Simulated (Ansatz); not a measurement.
# Be6N: the cost of one run

Program: Ansatz 0.2.0. Level of theory: DFT PBE, scalar-relativistic, plane waves, PAW. These are calculated values, not measurements.

2 further runs of the same task are left out: 1 that didn't finish, 1 set aside as unsound or not needed.

**1. Starting point**

Symmetry: P6/mmm, No. 191, hexagonal system. The conventional cell has a = 3.900 Å, b = 3.900 Å, c = 3.304 Å, α = 90.00°, β = 90.00°, γ = 120.00°. Be (site symmetry m2m) has 3 Be at 1.30 Å as nearest neighbours. N (site symmetry 6/mmm) has 12 Be at 2.10 Å as nearest neighbours.

Coordinates:

```xyz
7
Lattice="3.8995 0.0000 0.0000 -1.9498 3.3771 0.0000 0.0000 0.0000 3.3043" Properties=species:S:1:pos:R:3 pbc="T T T"
Be   -0.6505    1.1266    1.6521
Be    1.2993    2.2504    1.6521
Be    1.3009    0.0000    1.6521
Be   -1.2993    2.2504    1.6521
Be    0.6505    1.1266    1.6521
Be    2.5986    0.0000    1.6521
N     0.0000    0.0000    0.0000
```

The cell is invented: species swapped into a database cell of LiC6 (P6/mmm, No. 191), with N on the Li sites and Be on the C sites. Lengths come from tabulated atomic sizes and are only a guess.

**2. Probe: one point on a coarse mesh**

Input file input.yaml:

```yaml
crystal:
  lattice:
    - [3.89950179, 0.0, 0.0]
    - [-1.9497509, 3.37706761, 0.0]
    - [0.0, 0.0, 3.30426552]
  atoms:
    - { symbol: Be, position: [0.0, 0.33361241, 0.5] }
    - { symbol: Be, position: [0.66638759, 0.66638759, 0.5] }
    - { symbol: Be, position: [0.33361241, 0.0, 0.5] }
    - { symbol: Be, position: [0.0, 0.66638759, 0.5] }
    - { symbol: Be, position: [0.33361241, 0.33361241, 0.5] }
    - { symbol: Be, position: [0.66638759, 0.0, 0.5] }
    - { symbol: "N", position: [0.0, 0.0, 0.0] }
basis:
  ecutwfc: 420
kpoints:
  mp_grid: { grid: [6, 6, 6] }
hamiltonian:
  xc: pbe
scf:
  occupations: { method: gaussian, width: 0.1 }
  lower_state_search: "off"
output:
  forces: true
  stress: true
  eigenvalues: true
```

On the command line:

```console
> ansatz run input.yaml --threads 1 --pin off --max-ram 2048MiB --backend cpu --events-out ev --progress --plain --runs-dir out
```

What time and memory should one allow on 1 thread of Intel Xeon Platinum 8259CL at 2.50GHz (Skylake/Cascade Lake), shared host?

About 1.6 s, with a peak of 0.36 GiB.
